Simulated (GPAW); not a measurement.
Runs of GPAW 26.7.0 on GaGe3. It takes space group Fm-3m (No. 225, cubic). Conventional cell: a = 6.774 Å, b = 6.774 Å, c = 6.774 Å, α = 90.00°, β = 90.00°, γ = 90.00°. Ge (site symmetry m-3m) is surrounded by 8 Ge at 2.93 Å. Around Ge (site symmetry -43m) lie 4 Ge at 2.93 Å and 4 Ga at 2.93 Å. Ga (site symmetry m-3m) is surrounded by 8 Ge at 2.93 Å. The cell comes from a database or a generator and needn't be the stable form of this composition.

| task | level | potentials or basis | smearing | band path | band points | gap on the mesh (eV) | pressure (GPa) |
| --- | --- | --- | --- | --- | --- | --- | --- |
| single point | PBE | GPAW PAW data sets (gpaw-data 1.2.1), pw | gaussian 0.1 eV | - | - | none | (a) |
| band structure | PBEsol+D4 | PAW data sets generated in the run's folder for this functional, pw | gaussian 0.05 eV | GXWKGLUWLK,UX | 80 | - | -6.0 |
| single point | RPBE | the program's PAW data sets (release 1.2.1) made for this functional, pw | gaussian 0.02 eV | - | - | none | 0.8 |
| single point | RPBE | the program's PAW data sets (release 1.2.1) made for this functional, pw | gaussian 0.1 eV | - | - | none | 0.8 |

Alike in all rows: no spin polarisation; cell as given; k mesh 7 × 7 × 7; cutoff (eV) 600.

Q: Estimate the missing entries.

A: (a) -0.8.

Caveats: pairwise dispersion overbinds metals, which lowers pressure and volume (some runs).

A k mesh can miss the band edges, and the runs leave out spin-orbit coupling on Ga, Ge.

A gap of «none» marks a metal or a gap under the smearing width.
